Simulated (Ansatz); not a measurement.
# SnBr4: basis-set convergence

An exercise on one series of results from a longer session: the logs are not shown, and one member is left open.

Computed with Ansatz 0.2.0, Gaussian basis. Level: one geometry, several basis sets.

Plan: PBE0-D4/def2-SVP; ωB97M-V/def2-SVP; PBE0-D4/def2-QZVPP; ωB97M-V/def2-QZVPP; the functionals' def2-TZVPP values are taken from earlier runs.

2 further runs of the same task are left out: 2 that didn't finish.

## The relaxed structure

All runs share one geometry, relaxed beforehand with PBE0-D4 in a triple-zeta def2 set. Sn takes the def2 core potential; no spin-orbit term is included.

SMILES `[Br][Sn]([Br])([Br])[Br]`, 5 atoms, charge 0, spin multiplicity 1.

Atoms are counted from 1 here; the program's logs count them from 0.

Bond lengths: Br1–Sn2 2.445 Å, Sn2–Br3 2.445 Å, Sn2–Br4 2.445 Å, Sn2–Br5 2.445 Å. Angles: Br1–Sn2–Br3 109.5°, Br1–Sn2–Br4 109.5°, Br1–Sn2–Br5 109.5°, Br3–Sn2–Br4 109.5°, Br3–Sn2–Br5 109.5°, Br4–Sn2–Br5 109.5°.

Set-up of the first run:

in.yaml reads:

```yaml
crystal:
  periodic: [false, false, false]
  atoms:
    - {symbol: Br, position_ang: [-1.102077, -0.002242, 2.169687]}
    - {symbol: Sn, position_ang: [0.009959, -0.014767, -0.008288]}
    - {symbol: Br, position_ang: [2.078790, -1.310237, 0.140210]}
    - {symbol: Br, position_ang: [-1.468311, -1.027410, -1.672509]}
    - {symbol: Br, position_ang: [0.531438, 2.280857, -0.670501]}
basis:
  gaussian: {orbitals: def2-SVP}
hamiltonian: {xc: pbe0, dispersion: d4}
output: {orbitals: {seedname: orbitals}}
```

On the command line:

```
$ ansatz run in.yaml --threads 2 --pin off --events-out ev --progress --plain --max-ram 32768MiB --backend cpu
```

Steps of the session up to this table: PBE0-D4 in def2-SVP; ωB97M-V in def2-SVP; PBE0-D4 in def2-QZVPP; ωB97M-V in def2-QZVPP.

One of the session's tables, all rows but one given; the rest of the session is left out.

It belongs to the step «Functionals by basis». 

| functional | basis | HOMO (eV) | LUMO (eV) |
| --- | --- | --- | --- |
| PBE0-D4 | def2-SVP | -8.83 | -3.39 |
| PBE0-D4 | def2-TZVPP | -8.93 | -3.45 |
| PBE0-D4 | def2-QZVPP | ? | ? |
| ωB97M-V | def2-SVP | -11.01 | -1.41 |
| ωB97M-V | def2-TZVPP | -11.14 | -1.54 |
| ωB97M-V | def2-QZVPP | -11.16 | -1.56 |

Q: Estimate the row for PBE0-D4, def2-QZVPP from the others.

The run gave: HOMO (eV): -8.94; LUMO (eV): -3.45. In the column «HOMO (eV)» it lies between ωB97M-V, def2-SVP (-11.01) and PBE0-D4, def2-TZVPP (-8.93).
